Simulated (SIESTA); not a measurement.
As2Se under changes of volume

One of the cells (22.477 Å³/atom); the others are scaled copies at fixed shape and fractional positions:

```
Se As
1.0
    -3.55279    3.55279    2.67114
     3.55279   -3.55279    2.67114
     3.55279    3.55279   -2.67114
Se As
2 4
Direct
  0.25000 0.75000 0.50000
  0.50000 0.50000 0.00000
  0.87500 0.12500 0.25000
  0.87500 0.62500 0.75000
  0.37500 0.12500 0.25000
  0.87500 0.12500 0.75000
```

The cell comes from a database or a generator and needn't be the stable form of this composition.

| Quantity | Value |
| --- | --- |
| Program | SIESTA 5.4.2 |
| Functional | PBE |
| Potentials or basis | PseudoDojo 0.4 standard (PBE files) |
| Basis | DZP (energy shift 0.003 Ry; two zetas on semicore shells) |
| Grid cutoff | 500 Ry |
| Energy shift | 0.003 Ry |
| k mesh | 6 × 6 × 6 |
| Occupations | fermi-dirac, width 0.05 eV |
| Spin | no spin polarisation |

| volume (Å³/atom) | energy over the lowest point (meV/atom) | pressure (GPa) |
| --- | --- | --- |
| 20.714 | ? | ? |
| 21.155 | 29.24 | 6.1 |
| 21.596 | 15.01 | 4.3 |
| 22.477 | 0.77 | 1.0 |
| 22.918 | 0.00 | -0.4 |
| 23.359 | 2.81 | -1.6 |

Problem. What does the run at 20.714 Å³/atom give?

Solution. Energy over the lowest point 48.95 meV/atom; pressure 8.2 GPa.

Worked out: A Birch-Murnaghan fit of order 3 (a polynomial in V^(-2/3)) to the other rows has its minimum at 22.79 Å³/atom with B0 = V·E''(V) = 71 GPa and B' = 4.0 at fixed shape and positions, which overstates the stiffness. It gives 48.91 meV/atom at 20.714 Å³/atom, against the run's 48.95, and -dE/dV = 8.2 GPa, against 8.2.

Energies are extrapolated to zero smearing.

Caveats: the basis of atomic orbitals isn't converged, which shifts pressures, moduli and gaps.
